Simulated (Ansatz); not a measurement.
This script drives the Python package of Ansatz (0.2.0).

`lahg_fdcheck.py`:
```python
"""Do the forces of LaHg match the slope of the free energy with displaced atoms."""

import ansatz as az
import numpy as np

VECTORS = np.array([
    [3.864, 0.0, 0.0],
    [0.0, 3.864, 0.0],
    [0.0, 0.0, 3.864],
])
SITES = [
    ("La", (0.49856, 0.49111, 0.49742)),
    ("Hg", (0.99572, 0.00882, 0.00381)),
]


def crystal_on(cell):
    crystal = az.Crystal(lattice=az.Lattice.of(cell))
    for symbol, position in SITES:
        crystal = crystal.atom(symbol, position)
    return crystal


def main() -> None:
    def solve(crystal):
        return (
            crystal.calculation()
            .functional(az.Functional.R2SCAN)
            .occupations("fermi_dirac", width=0.15)
            .basis(650, xc_grid=2)
            .kpoints(5, 5, 5)
            .scf(tolerance=1e-09)
            .forces()
            .stress()
            .run(threads=1)
        ).report


    centre = solve(crystal_on(VECTORS))
    start = crystal_on(VECTORS)
    # move one atom both ways along a Cartesian axis
    print(f"force on atom 0 along x: analytic {centre['forces_ev_ang'][0][0]:.4f} eV/A")
    for h in (0.005, 0.02):
        shift = np.eye(3)[0] * h @ np.linalg.inv(VECTORS)
        plus, minus = (solve(start.move(0, to=np.array(SITES[0][1]) + sign * shift))["lagrangian_ev"] for sign in (1, -1))
        print(f"  step {h} A: numerical {-(plus - minus) / (2 * h):.4f} eV/A")
    # P = -dF/dV; the difference feels the change of the plane-wave count with the cell
    volume = abs(np.linalg.det(VECTORS))
    larger, smaller = (solve(crystal_on(VECTORS * (1 + sign * 0.005) ** (1 / 3)))["lagrangian_ev"] for sign in (1, -1))
    numerical = -(larger - smaller) / (0.01 * volume) * 160.21766
    print(f"pressure: analytic {np.trace(centre['stress_gpa']) / 3:.3f}, numerical {numerical:.3f} GPa")


if __name__ == "__main__":
    main()
```

It is started by `python lahg_fdcheck.py`. How long does it take on 1 thread of Arm Neoverse V1 (shared host), and how much memory does it need?

It took about 3.7 min, with a peak of 0.51 GiB, for 7 runs of the engine.

Output of `python lahg_fdcheck.py`:
```text
DeckWarning: output.stress: scf.convergence.dr2_threshold = 1e-9 eV is looser than the 2e-10 eV advised for a printed stress (1e-10 eV for each atom of the cell: 2). What an SCF threshold leaves in a [...]
force on atom 0 along x: analytic -0.0235 eV/A
  step 0.005 A: numerical -0.0235 eV/A
  step 0.02 A: numerical -0.0235 eV/A
pressure: analytic 1.398, numerical 1.400 GPa
```
(Warnings from the package without file and line, shortened.)

Notes:
- The mesh is modest for a metal, so energies can be off by several to tens of meV an atom and pressures by half a GPa or more; differences at equal mesh fare better.
- A Fermi-Dirac width this large means warm electrons, whose thermal share enters the free energy.
- Pressure is positive in compression.
- Spin-orbit coupling, which matters for elements this heavy, is left out.
- The cell is a database structure, distorted on purpose.
- The central difference errs as the square of the step, so the shorter step is the fairer test; what remains comes from the finite grid and the SCF threshold.
